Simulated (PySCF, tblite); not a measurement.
# 1,1,1,2,3,3,3-heptafluoropropane (C₃HF₇): a rotation path, then NMR shifts on frames

How do NMR shifts of 1,1,1,2,3,3,3-heptafluoropropane (C₃HF₇) (`FC(C(F)(F)F)C(F)(F)F`) change as the atoms move?

Computed with tblite 0.8.0 and PySCF 2.14.0, with density-fitted response routines of our own, on a single molecule in the gas phase. Atoms are numbered from 0 throughout.

## (1) Starting geometry

11 atoms, charge 0, multiplicity 1; geometry from: GFN2-xTB.

Bonds of the start (Å): F0–C1 1.36, C1–C2 1.54, C2–F3 1.33, C2–F4 1.33, C2–F5 1.33, C1–C6 1.54, C6–F7 1.33, C6–F8 1.33, C6–F9 1.33, C1–H10 1.10.

## (2) The rotation path with GFN2-xTB

What the job is given:

```
{"job": {"kind": "neb", "xc": "GFN2-xTB", "basis": "xTB", "atoms": [0, 1, 2, 3], "turn": 120}, "charge": 0, "multiplicity": 1}
F      0.082437     0.066260    -1.794752
C      0.050239    -0.374370    -0.510804
C      1.263275     0.206240     0.248403
F      2.396102    -0.171735    -0.340854
F      1.295006    -0.253702     1.500420
F      1.254743     1.531117     0.300021
C     -1.296803     0.035826     0.123434
F     -1.467533     1.350166     0.164275
F     -2.307276    -0.485682    -0.569642
F     -1.389617    -0.429679     1.370229
H      0.124852    -1.471771    -0.516693
```

With the program's defaults for keys left out, this is: GFN2-xTB climbing-image nudged elastic band, gas phase.

Command:

```
$ OMP_NUM_THREADS=1 python probes_run.py task.json out
```

The driver reads the jobs from task.json and runs them one after another.

The program printed:

```text
image   E - E0 / eV
  0      -0.0000
  1       0.0086
  2       0.0266
  3       0.0415
  4       0.0458
  5       0.0379
  6       0.0218
  7       0.0059
  8      -0.0001
```

It took 5.3 s on 1 thread, shared host.

The final band, with the dihedral F0–C1–C2–F3:

```
image  dihedral (°)  energy (eV)  energy (kcal/mol)
    0           -59        0.000                0.0
    1           -43        0.009                0.2
    2           -28        0.027                0.6
    3           -13        0.042                1.0
    4             2        0.046                1.1
    5            18        0.038                0.9
    6            33        0.022                0.5
    7            47        0.006                0.1
    8            62        0.000                0.0
```

## (3) Nuclear shieldings: image 0, PBE0/pcSseg-1

What the job is given:

```
{"job": {"kind": "nmr", "xc": "PBE0", "basis": "pcSseg-1", "pop": false}, "charge": 0, "multiplicity": 1}
F      0.082400     0.066300    -1.794800
C      0.050200    -0.374400    -0.510800
C      1.263300     0.206200     0.248400
F      2.396100    -0.171700    -0.340900
F      1.295000    -0.253700     1.500400
F      1.254700     1.531100     0.300000
C     -1.296800     0.035800     0.123400
F     -1.467500     1.350200     0.164300
F     -2.307300    -0.485700    -0.569600
F     -1.389600    -0.429700     1.370200
H      0.124900    -1.471800    -0.516700
```

Level: GIAO PBE0/pcSseg-1 NMR shielding, non-relativistic, gas phase.

The program printed:

```text
coarse grid: 11480 points
cycle   1  E = -812.6045505441  dE =  1.842e+00  |g| = 1.301e+00  |ddm| = 2.882e+00
cycle   2  E = -812.2347257696  dE =  3.698e-01  |g| = 2.076e+00  |ddm| = 1.625e+00
cycle   3  E = -812.8820566957  dE = -6.473e-01  |g| = 8.110e-02  |ddm| = 1.042e+00
cycle   4  E = -812.8825896591  dE = -5.330e-04  |g| = 6.039e-02  |ddm| = 7.244e-02
cycle   5  E = -812.8831506317  dE = -5.610e-04  |g| = 1.163e-02  |ddm| = 3.576e-02
cycle   6  E = -812.8831677785  dE = -1.715e-05  |g| = 2.686e-03  |ddm| = 7.282e-03
cycle   7  E = -812.8831690147  dE = -1.236e-06  |g| = 5.916e-04  |ddm| = 2.166e-03
final grid: 120224 points
cycle   8  E = -812.9829993383  dE = -5.732e-05  |g| = 6.992e-03  |ddm| = 2.255e-02
cycle   9  E = -812.9829908043  dE =  8.534e-06  |g| = 1.046e-02  |ddm| = 9.778e-03
cycle  10  E = -812.9830083591  dE = -1.755e-05  |g| = 5.635e-04  |ddm| = 5.255e-03
cycle  11  E = -812.9830084110  dE = -5.196e-08  |g| = 2.212e-04  |ddm| = 5.565e-04
cycle  12  E = -812.9830084177  dE = -6.605e-09  |g| = 8.616e-05  |ddm| = 1.717e-04
cycle  13  E = -812.9830084187  dE = -1.023e-09  |g| = 1.340e-05  |ddm| = 5.479e-05
cycle  14  E = -812.9830084187  dE = -2.615e-11  |g| = 4.572e-06  |ddm| = 9.245e-06
converged SCF energy = -812.9830084187

GIAO shielding tensors (ppm)
atom      isotropic    diamagn.    paramagn.     s11        s22        s33       span
  0 F      415.690     469.841     -54.152    391.726    414.358    440.985     49.258
  1 C       96.527     244.880    -148.353     82.323     85.542    121.715     39.391
  2 C       57.941     240.419    -182.478     49.806     58.859     65.159     15.353
  3 F      257.454     470.176    -212.722    177.514    250.498    344.349    166.835
  4 F      257.356     473.216    -215.860    181.036    259.632    331.400    150.364
  5 F      267.185     472.457    -205.272    193.718    271.530    336.308    142.590
  6 C       57.937     240.406    -182.469     49.794     58.881     65.136     15.342
  7 F      267.110     472.466    -205.356    193.600    271.376    336.354    142.754
  8 F      257.469     470.175    -212.707    177.594    250.442    344.371    166.777
  9 F      257.408     473.209    -215.801    181.116    259.690    331.417    150.301
 10 H       26.688      28.136      -1.448     25.036     26.117     28.911      3.875
```

Wall time 62 s (1 thread, shared host).

The references, computed at this level on geometries of the same kind, shield at (ppm): 1H TMS 31.72, 13C TMS 186.9, 19F CFCl3 170.9. Their shielding less the atom's gives the shift. The references are single molecules in the gas phase, so shifts against H2O, NH3, PH3, H3PO4 or CFCl3 are not on the usual liquid scales and can be off by tens of ppm. Each atom is listed at this fixed geometry, with no averaging over motion; a spectrum would average atoms that exchange fast.

```
atoms                        environment  σ (ppm)  δ (ppm)
   C6                         CF3 carbon     57.9    129.0
   C2                         CF3 carbon     57.9    129.0
   C1                 sp3 CH bonded to F     96.5     90.4
  H10  hydrogen on an sp3 CH bonded to F    26.69     5.03
   F4            fluorine of a CF3 group    257.4    -86.4
   F9            fluorine of a CF3 group    257.4    -86.5
   F3            fluorine of a CF3 group    257.5    -86.5
   F8            fluorine of a CF3 group    257.5    -86.5
   F7            fluorine of a CF3 group    267.1    -96.2
   F5            fluorine of a CF3 group    267.2    -96.2
   F0          fluorine on an sp3 carbon    415.7   -244.7
```

## (4) Nuclear shieldings: image 2, PBE0/pcSseg-1

What the job is given:

```
{"job": {"kind": "nmr", "xc": "PBE0", "basis": "pcSseg-1", "pop": false}, "charge": 0, "multiplicity": 1}
F      0.130000    -0.179900    -1.786200
C      0.046600    -0.436500    -0.456900
C      1.268100     0.184100     0.269100
F      2.312900     0.253400    -0.546600
F      1.617600    -0.581500     1.306700
F      1.038100     1.404600     0.739900
C     -1.299400     0.108900     0.065200
F     -1.415500     1.421500    -0.073600
F     -2.311500    -0.456600    -0.589900
F     -1.442100    -0.188600     1.358400
H      0.060600    -1.526700    -0.311900
```

Method: GIAO PBE0/pcSseg-1 NMR shielding, non-relativistic, gas phase.

The program printed:

```text
coarse grid: 11480 points
cycle   1  E = -812.5982956153  dE =  1.847e+00  |g| = 1.301e+00  |ddm| = 2.897e+00
cycle   2  E = -812.2272922391  dE =  3.710e-01  |g| = 2.077e+00  |ddm| = 1.629e+00
cycle   3  E = -812.8758715729  dE = -6.486e-01  |g| = 8.244e-02  |ddm| = 1.044e+00
cycle   4  E = -812.8764241702  dE = -5.526e-04  |g| = 6.132e-02  |ddm| = 7.400e-02
cycle   5  E = -812.8770022648  dE = -5.781e-04  |g| = 1.152e-02  |ddm| = 3.665e-02
cycle   6  E = -812.8770190899  dE = -1.683e-05  |g| = 2.674e-03  |ddm| = 7.322e-03
cycle   7  E = -812.8770203164  dE = -1.227e-06  |g| = 5.917e-04  |ddm| = 2.166e-03
final grid: 120224 points
cycle   8  E = -812.9806213885  dE = -6.381e-05  |g| = 7.889e-03  |ddm| = 2.045e-02
cycle   9  E = -812.9806101354  dE =  1.125e-05  |g| = 1.190e-02  |ddm| = 1.046e-02
cycle  10  E = -812.9806322743  dE = -2.214e-05  |g| = 4.791e-04  |ddm| = 5.826e-03
cycle  11  E = -812.9806323090  dE = -3.467e-08  |g| = 2.593e-04  |ddm| = 5.257e-04
cycle  12  E = -812.9806323187  dE = -9.721e-09  |g| = 7.549e-05  |ddm| = 1.930e-04
cycle  13  E = -812.9806323195  dE = -7.963e-10  |g| = 1.495e-05  |ddm| = 5.032e-05
converged SCF energy = -812.9806323195

GIAO shielding tensors (ppm)
atom      isotropic    diamagn.    paramagn.     s11        s22        s33       span
  0 F      408.956     469.514     -60.558    373.964    402.495    450.408     76.444
  1 C       95.148     245.063    -149.915     80.797     85.079    119.568     38.771
  2 C       57.769     240.114    -182.346     48.909     59.673     64.724     15.816
  3 F      258.866     469.486    -210.620    180.684    263.410    332.504    151.820
  4 F      246.878     472.354    -225.475    169.573    235.239    335.822    166.249
  5 F      262.662     473.223    -210.561    191.193    264.804    331.990    140.796
  6 C       57.693     240.593    -182.900     49.534     57.778     65.767     16.233
  7 F      267.555     472.334    -204.779    195.156    271.875    335.634    140.478
  8 F      257.451     470.143    -212.691    177.830    250.773    343.750    165.920
  9 F      261.138     473.364    -212.226    183.985    263.172    336.257    152.271
 10 H       26.687      28.162      -1.475     24.706     26.362     28.994      4.287
```

Run time: 55 s. Hardware: 1 thread, shared host.

This run: δ C6 129.2, C2 129.2, C1 91.8, F4 -75.9, H10 5.03 ppm.

## (5) NMR shieldings: image 4, PBE0/pcSseg-1

What the job is given:

```
{"job": {"kind": "nmr", "xc": "PBE0", "basis": "pcSseg-1", "pop": false}, "charge": 0, "multiplicity": 1}
F      0.170300    -0.426200    -1.739100
C      0.037900    -0.499400    -0.391300
C      1.268800     0.165100     0.287500
F      2.099700     0.675400    -0.608600
F      1.946600    -0.740200     0.998900
F      0.927200     1.139000     1.127800
C     -1.294400     0.170900     0.005400
F     -1.322800     1.464400    -0.283200
F     -2.310000    -0.411300    -0.628900
F     -1.508200     0.025800     1.314200
H     -0.009700    -1.560900    -0.108700
```

Method: GIAO PBE0/pcSseg-1 NMR shielding, non-relativistic, gas phase.

The program printed:

```text
coarse grid: 11480 points
cycle   1  E = -812.5966249294  dE =  1.848e+00  |g| = 1.302e+00  |ddm| = 2.912e+00
cycle   2  E = -812.2238355725  dE =  3.728e-01  |g| = 2.080e+00  |ddm| = 1.634e+00
cycle   3  E = -812.8745046823  dE = -6.507e-01  |g| = 8.390e-02  |ddm| = 1.046e+00
cycle   4  E = -812.8750698048  dE = -5.651e-04  |g| = 6.273e-02  |ddm| = 7.543e-02
cycle   5  E = -812.8756724830  dE = -6.027e-04  |g| = 1.132e-02  |ddm| = 3.773e-02
cycle   6  E = -812.8756887272  dE = -1.624e-05  |g| = 2.653e-03  |ddm| = 7.341e-03
cycle   7  E = -812.8756899392  dE = -1.212e-06  |g| = 5.931e-04  |ddm| = 2.173e-03
final grid: 120224 points
cycle   8  E = -812.9789017561  dE = -6.262e-05  |g| = 7.186e-03  |ddm| = 2.110e-02
cycle   9  E = -812.9788926751  dE =  9.081e-06  |g| = 1.078e-02  |ddm| = 9.743e-03
cycle  10  E = -812.9789109456  dE = -1.827e-05  |g| = 4.915e-04  |ddm| = 5.294e-03
cycle  11  E = -812.9789109818  dE = -3.619e-08  |g| = 2.522e-04  |ddm| = 5.330e-04
cycle  12  E = -812.9789109906  dE = -8.806e-09  |g| = 8.050e-05  |ddm| = 1.892e-04
cycle  13  E = -812.9789109915  dE = -8.954e-10  |g| = 1.512e-05  |ddm| = 5.407e-05
converged SCF energy = -812.9789109915

GIAO shielding tensors (ppm)
atom      isotropic    diamagn.    paramagn.     s11        s22        s33       span
  0 F      405.359     469.317     -63.958    374.835    388.391    452.852     78.017
  1 C       93.154     245.223    -152.069     80.708     84.819    113.934     33.225
  2 C       57.803     239.599    -181.797     48.550     61.442     63.415     14.865
  3 F      258.797     469.538    -210.740    181.826    270.919    323.647    141.820
  4 F      240.835     471.438    -230.603    173.448    212.951    336.107    162.659
  5 F      257.535     473.443    -215.908    186.272    256.982    329.350    143.078
  6 C       57.798     240.891    -183.094     49.525     58.492     65.376     15.851
  7 F      270.198     472.537    -202.339    198.462    270.982    341.151    142.689
  8 F      259.313     470.124    -210.811    180.241    253.890    343.807    163.567
  9 F      259.445     473.228    -213.782    181.360    262.988    333.989    152.629
 10 H       26.619      28.285      -1.666     24.946     26.026     28.886      3.940
```

It took 55 s on 1 thread, shared host.

Key values: δ C6 129.1, C2 129.1, C1 93.8, F4 -69.9, H10 5.10 ppm.

## (6) Nuclear shieldings: image 6, PBE0/pcSseg-1

What the job is given:

```
{"job": {"kind": "nmr", "xc": "PBE0", "basis": "pcSseg-1", "pop": false}, "charge": 0, "multiplicity": 1}
F      0.214900    -0.655700    -1.655100
C      0.027100    -0.551800    -0.314900
C      1.261600     0.148500     0.306800
F      1.792900     1.035200    -0.521500
F      2.202500    -0.750000     0.603200
F      0.956800     0.778800     1.440000
C     -1.283200     0.222500    -0.060700
F     -1.223600     1.476300    -0.489400
F     -2.301400    -0.375500    -0.675300
F     -1.567200     0.239300     1.242100
H     -0.075000    -1.565100     0.098900
```

With the program's defaults for keys left out, this is: GIAO PBE0/pcSseg-1 NMR shielding, non-relativistic, gas phase.

The program printed:

```text
coarse grid: 11480 points
cycle   1  E = -812.6005147081  dE =  1.847e+00  |g| = 1.301e+00  |ddm| = 2.896e+00
cycle   2  E = -812.2299837366  dE =  3.705e-01  |g| = 2.076e+00  |ddm| = 1.636e+00
cycle   3  E = -812.8779376031  dE = -6.480e-01  |g| = 8.255e-02  |ddm| = 1.050e+00
cycle   4  E = -812.8784858408  dE = -5.482e-04  |g| = 6.166e-02  |ddm| = 7.383e-02
cycle   5  E = -812.8790685869  dE = -5.827e-04  |g| = 1.148e-02  |ddm| = 3.684e-02
cycle   6  E = -812.8790853104  dE = -1.672e-05  |g| = 2.671e-03  |ddm| = 7.398e-03
cycle   7  E = -812.8790865370  dE = -1.227e-06  |g| = 5.921e-04  |ddm| = 2.180e-03
final grid: 120224 points
cycle   8  E = -812.9811170626  dE = -6.219e-05  |g| = 7.062e-03  |ddm| = 2.373e-02
cycle   9  E = -812.9811084315  dE =  8.631e-06  |g| = 1.056e-02  |ddm| = 9.782e-03
cycle  10  E = -812.9811259997  dE = -1.757e-05  |g| = 4.886e-04  |ddm| = 5.238e-03
cycle  11  E = -812.9811260367  dE = -3.701e-08  |g| = 2.419e-04  |ddm| = 5.420e-04
cycle  12  E = -812.9811260448  dE = -8.159e-09  |g| = 8.134e-05  |ddm| = 1.829e-04
cycle  13  E = -812.9811260457  dE = -9.052e-10  |g| = 1.495e-05  |ddm| = 5.333e-05
converged SCF energy = -812.9811260457

GIAO shielding tensors (ppm)
atom      isotropic    diamagn.    paramagn.     s11        s22        s33       span
  0 F      412.070     469.655     -57.585    392.058    401.784    442.367     50.309
  1 C       94.689     245.056    -150.368     82.105     85.380    116.580     34.475
  2 C       57.888     239.854    -181.966     49.401     60.029     64.234     14.833
  3 F      263.891     470.970    -207.078    186.573    272.111    332.990    146.417
  4 F      248.321     470.737    -222.417    174.535    229.555    340.871    166.336
  5 F      260.224     473.411    -213.187    187.039    262.794    330.837    143.798
  6 C       58.038     240.799    -182.761     49.824     59.225     65.065     15.241
  7 F      269.909     472.705    -202.796    197.271    270.973    341.483    144.212
  8 F      259.372     470.102    -210.730    180.119    253.639    344.359    164.241
  9 F      255.918     473.064    -217.146    178.137    260.127    329.489    151.352
 10 H       26.630      28.247      -1.617     25.380     25.698     28.812      3.432
```

Wall time 55 s (1 thread, shared host).

In short: δ C2 129.0, C6 128.9, C1 92.2, F4 -77.4, H10 5.09 ppm.

## (7) Nuclear shieldings: image 8, PBE0/pcSseg-1

What the job is given:

```
{"job": {"kind": "nmr", "xc": "PBE0", "basis": "pcSseg-1", "pop": false}, "charge": 0, "multiplicity": 1}
F      0.244800    -0.848800    -1.565600
C      0.016200    -0.582000    -0.254000
C      1.252800     0.133000     0.333300
F      1.503200     1.295500    -0.253500
F      2.332700    -0.634300     0.197700
F      1.087400     0.357500     1.638100
C     -1.268600     0.267000    -0.134000
F     -1.166500     1.442600    -0.739300
F     -2.299400    -0.381700    -0.672300
F     -1.565100     0.488600     1.148000
H     -0.132000    -1.534700     0.275600
```

Method: GIAO PBE0/pcSseg-1 NMR shielding, non-relativistic, gas phase.

The program printed:

```text
coarse grid: 11480 points
cycle   1  E = -812.6000064431  dE =  1.842e+00  |g| = 1.301e+00  |ddm| = 2.881e+00
cycle   2  E = -812.2304083771  dE =  3.696e-01  |g| = 2.075e+00  |ddm| = 1.625e+00
cycle   3  E = -812.8772483010  dE = -6.468e-01  |g| = 8.130e-02  |ddm| = 1.043e+00
cycle   4  E = -812.8777854532  dE = -5.372e-04  |g| = 6.042e-02  |ddm| = 7.259e-02
cycle   5  E = -812.8783466957  dE = -5.612e-04  |g| = 1.167e-02  |ddm| = 3.581e-02
cycle   6  E = -812.8783639724  dE = -1.728e-05  |g| = 2.692e-03  |ddm| = 7.317e-03
cycle   7  E = -812.8783652129  dE = -1.241e-06  |g| = 5.935e-04  |ddm| = 2.172e-03
final grid: 120224 points
cycle   8  E = -812.9829956623  dE = -6.886e-05  |g| = 7.734e-03  |ddm| = 2.120e-02
cycle   9  E = -812.9829850735  dE =  1.059e-05  |g| = 1.161e-02  |ddm| = 1.024e-02
cycle  10  E = -812.9830060342  dE = -2.096e-05  |g| = 4.421e-04  |ddm| = 5.671e-03
cycle  11  E = -812.9830060620  dE = -2.779e-08  |g| = 2.648e-04  |ddm| = 5.197e-04
cycle  12  E = -812.9830060724  dE = -1.036e-08  |g| = 6.959e-05  |ddm| = 1.915e-04
cycle  13  E = -812.9830060730  dE = -6.603e-10  |g| = 1.739e-05  |ddm| = 4.699e-05
converged SCF energy = -812.9830060730

GIAO shielding tensors (ppm)
atom      isotropic    diamagn.    paramagn.     s11        s22        s33       span
  0 F      415.556     469.845     -54.289    391.331    414.387    440.950     49.619
  1 C       96.518     244.891    -148.374     82.283     85.504    121.766     39.483
  2 C       57.912     240.432    -182.521     49.761     58.821     65.152     15.391
  3 F      267.085     472.467    -205.383    193.668    271.462    336.124    142.456
  4 F      257.510     470.174    -212.664    177.586    250.604    344.340    166.754
  5 F      257.434     473.218    -215.784    181.082    259.648    331.572    150.490
  6 C       57.892     240.442    -182.550     49.735     58.823     65.118     15.383
  7 F      267.019     472.504    -205.485    193.607    271.289    336.162    142.554
  8 F      257.683     470.156    -212.473    177.785    250.970    344.294    166.509
  9 F      257.202     473.203    -216.001    180.730    259.312    331.565    150.835
 10 H       26.687      28.133      -1.446     25.012     26.129     28.921      3.909
```

Wall time 55 s (1 thread, shared host).

Key values: δ C6 129.0, C2 129.0, C1 90.4, F9 -86.3, H10 5.03 ppm.

## (8) Side by side: NMR shifts

Shifts (ppm) of some atoms, chosen among heavy atoms and hydrogens apart, with basis size and wall time:

```
  frame   H10     F4     F9     F3     F5      F0  functions  time
image 0  5.03  -86.4  -86.5  -86.5  -96.2  -244.7        175  62 s
image 2  5.03  -75.9  -90.2  -87.9  -91.7  -238.0        175  55 s
image 4  5.10  -69.9  -88.5  -87.9  -86.6  -234.4        175  55 s
image 6  5.09  -77.4  -85.0  -92.9  -89.3  -241.1        175  55 s
image 8  5.03  -86.6  -86.3  -96.1  -86.5  -244.6        175  55 s
```

## (9) Summary of results

```
                                         quantity                                                 value
                                          barrier                    0.046 eV (1.1 kcal/mol) at image 4
                            end to end (GFN2-xTB)                                              0.000 eV
  13C shifts against TMS (PBE0/pcSseg-1, image 0)                                129.0, 129.0, 90.4 ppm
   1H shifts against TMS (PBE0/pcSseg-1, image 0)                                              5.03 ppm
19F shifts against CFCl3 (PBE0/pcSseg-1, image 0)  -86.4, -86.5, -86.5, -86.5, -96.2, -96.2, -244.7 ppm
                         range of the shift of F4                                    -86.6 to -69.9 ppm
```

**Reading.** Along the band the dihedral turns by 121°, and the top (dihedral 2°) lies 1.1 kcal/mol above the start (GFN2-xTB, rough), so at room temperature this motion is fast. The top was not checked by a frequency run. Shifts at one fixed geometry are not the observed spectrum, which averages over the motion. In ppm, F4 moves most: its shift spreads over 16.7 ppm, from -86.6 (image 8) to -69.9 (image 4).
